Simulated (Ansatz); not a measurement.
# GaH5InNO: how energies converge with the basis set

Aim: see how fast density functionals converge with the basis set for GaH5InNO.

The runs use Ansatz 0.2.0, Gaussian basis; one geometry, several basis sets.

Plan: PBE0-D4/def2-SVP; ωB97M-V/def2-SVP; PBE0-D4/def2-QZVPP; ωB97M-V/def2-QZVPP; the functionals' def2-TZVPP values are taken from earlier runs.

### 1 The relaxed structure

An earlier PBE0-D4 in a triple-zeta def2 set relaxation fixed the geometry. In takes the def2 core potential; no spin-orbit term is included.

SMILES `[OH][GaH][NH][InH2]`, 9 atoms, charge 0, spin multiplicity 1.

Atoms are counted from 1 here; the program's logs count them from 0.

Bond lengths: O1–Ga2 1.793 Å, O1–H5 0.959 Å, Ga2–N3 1.818 Å, Ga2–H6 1.557 Å, N3–In4 2.029 Å, N3–H7 1.012 Å, In4–H8 1.714 Å, In4–H9 1.713 Å. Angles: Ga2–O1–H5 113.9°, O1–Ga2–N3 114.0°, O1–Ga2–H6 121.6°, N3–Ga2–H6 124.4°, Ga2–N3–In4 129.8°, Ga2–N3–H7 114.1°, In4–N3–H7 116.1°, N3–In4–H8 115.8°, N3–In4–H9 114.3°, H8–In4–H9 129.9°.

### 2 PBE0-D4 in def2-SVP

The input, in.yaml:

```yaml
crystal:
  periodic: [false, false, false]
  atoms:
    - {symbol: O, position_ang: [-0.277735, 1.447191, -2.341301]}
    - {symbol: Ga, position_ang: [-0.196149, 1.106657, -0.582405]}
    - {symbol: N, position_ang: [0.104067, -0.641236, -0.182026]}
    - {symbol: In, position_ang: [0.285456, -1.547588, 1.624344]}
    - {symbol: H, position_ang: [-0.435887, 2.368877, -2.552002]}
    - {symbol: H, position_ang: [-0.371644, 2.234155, 0.477057]}
    - {symbol: H, position_ang: [0.194003, -1.241402, -0.992035]}
    - {symbol: H, position_ang: [0.572018, -3.236788, 1.585713]}
    - {symbol: H, position_ang: [0.125881, -0.489875, 2.962656]}
basis:
  gaussian: {orbitals: def2-SVP}
hamiltonian: {xc: pbe0, dispersion: d4}
output: {orbitals: {seedname: orbitals}}
```

Launch:

```bash
$ ansatz run in.yaml --threads 4 --pin off --events-out ev --progress --plain --max-ram 10444MiB
```

The runs that follow: ωB97M-V in def2-SVP; PBE0-D4 in def2-QZVPP; ωB97M-V in def2-QZVPP.

Before running them: what should the planned runs give, taken together? Wanted: PBE0-D4: double and triple zeta above quadruple; ωB97M-V: double and triple zeta above quadruple.

**Answer**, as computed:

| quantity | value |
| --- | --- |
| PBE0-D4: double and triple zeta above quadruple | 12.97, 1.48 eV |
| ωB97M-V: double and triple zeta above quadruple | 13.04, 1.43 eV |

For PBE0-D4 the step from double to triple zeta gains 11.49 eV and the next only 1.48 eV. These are total energies; as a rule much of such shifts cancels in differences, which this series doesn't test.
